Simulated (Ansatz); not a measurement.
One input on several machines: B3LYP with gradient, H72O36 (water cluster)

Program: Ansatz 0.2.0. No other job shared the machine, and each run was timed once from launch to exit. Hardware: an Arm Neoverse N1 node (56 of its 64 cores, memory capped at 64 GiB); a node with four NVIDIA GB300 Max-Q cards and 144 Grace (Neoverse V2) cores; a node with four NVIDIA GB200 cards and 144 Grace (Neoverse V2) cores; a node with eight NVIDIA H100 80GB cards and 96 AMD EPYC 7R13 cores; an Intel Xeon 6975P-C node (Granite Rapids, 96 cores, 192 hardware threads, 360 GiB). Times and memory are rounded to two significant figures, and ratios are formed from the unrounded values. A row is a single run, so small differences between rows aren't established. System services beside the runs took up to 4 cores (rounded up). Runs with a thread on every core shared the cores with them. Precision is the program's default, which can work at lower precision in parts of a run. Card memory is the largest of readings taken every 0.4 s, so short peaks can be missed, and it isn't given for runs under about 3 s. It shows what a run took, which needn't be the least that it can run in: the program holds more work at once where threads and free memory allow. Ansatz fits or factors the two-electron integrals of a Gaussian basis by default. It has two schemes, and a run can build a set of factors by either or by both: the log gives each set's size, with a bound on the integrals' error for one scheme and none for the other.

Commands are shown without the flags for output files and display.

| Quantity | Value |
| --- | --- |
| atoms | 108 |
| electrons | 360 |
| basis | 6-31g |
| basis functions | 468 |
| integral factors (in one run; the count can differ a little by machine) | 5009 (error up to 3.3e-4 eV) |

Input used:

```yaml
crystal:
  periodic: [false, false, false]
  atoms:
    - { symbol: O, position_ang: [0.0000, 0.0000, 0.0000] }
    - { symbol: H, position_ang: [-0.4699, -0.0854, 0.8352] }
    - { symbol: H, position_ang: [-0.1225, -0.8515, -0.4308] }
    # ... 104 more atoms, left out here ...
    - { symbol: H, position_ang: [6.4459, 0.3208, 8.3115] }
basis:
  gaussian: { orbitals: 6-31g }
hamiltonian: { xc: { name: B3LYP } }
scf: { lower_state_search: "off" }
output: { forces: true }
```

| machine share | command | wall time | stage clocks | outside them | CPU time | SCF iterations | threads | host memory (GiB) | fullest card (GiB) | remarks |
| --- | --- | --- | --- | --- | --- | --- | --- | --- | --- | --- |
| 1 × GB200 | ansatz run input.yaml --backend cuda --devices 1 | 5.0 s | 4.4 s | 0.68 s | 4.2 min | 23 | 144 | 2.0 | 8.3 |  |
| 1 × GB300 | ansatz run input.yaml --backend cuda --devices 1 | 8.8 s | 8.1 s | 0.69 s | 4.3 min | 23 | 144 | 2.1 | 9.0 |  |
| 1 × H100 | ansatz run input.yaml --backend cuda --devices 1 | 4.8 s | 3.8 s | 1.1 s | 120 s | 23 | 96 | 3.1 | 8.2 |  |
| 56 threads, Neoverse N1 | taskset -c 8-63 ansatz run input.yaml --backend cpu --max-ram 64GiB | 10 s | 10 s | 0.18 s | 7.5 min | 23 | 56 | 3.5 |  |  |
| 96 threads, Xeon 6975P-C | ansatz run input.yaml --backend cpu | 4.6 s | 4.4 s | 0.13 s | 5.4 min | 23 | 96 | 3.8 |  | workers unbound |

The stage clocks are the program's own; these runs have one, the mean-field stage. The mean-field stage is one clock over all work up to the reference state: integrals, SCF, the wait for a card to open. It also holds the gradient, which the log begins ahead of the stage's close and which has no clock of its own, so its share isn't known. Outside lie the rest of start-up and exit.

SCF iterations count the mean-field evaluations that the program logged over all starts and steps, those after a first convergence included.

«workers unbound»: the program didn't bind its workers to cores in this run.

The logs of these runs don't tell the arithmetic, which the program chooses by machine, so the machines needn't compute or store alike.

The runs on cards also kept host threads busy (see the CPU time), so differences between cards can come from their hosts too.

Among these rows the slowest by wall time (56 threads, Neoverse N1) takes 2.3 times as long as the fastest (96 threads, Xeon 6975P-C). Up to 23 % of a wall time lies outside the stage clocks (1 × H100), so the wall times show the speed at the clocked work only in part. On the stage clocks alone the slowest (56 threads, Neoverse N1) takes 2.7 times as long as the fastest (1 × H100).

The gap on the stage clocks between 1 × GB300 and 1 × H100 (8.1 s against 3.8 s) wasn't traced.

Task: How long does the same input take on 96 threads, EPYC 7R13 (ansatz run input.yaml --backend cpu)?

Result: 7.5 s, in 23 SCF iterations, 0.72 times the time on 56 threads, Neoverse N1; peak host memory 3.8 GiB. The gradient lies inside the mean-field stage and has no clock of its own.
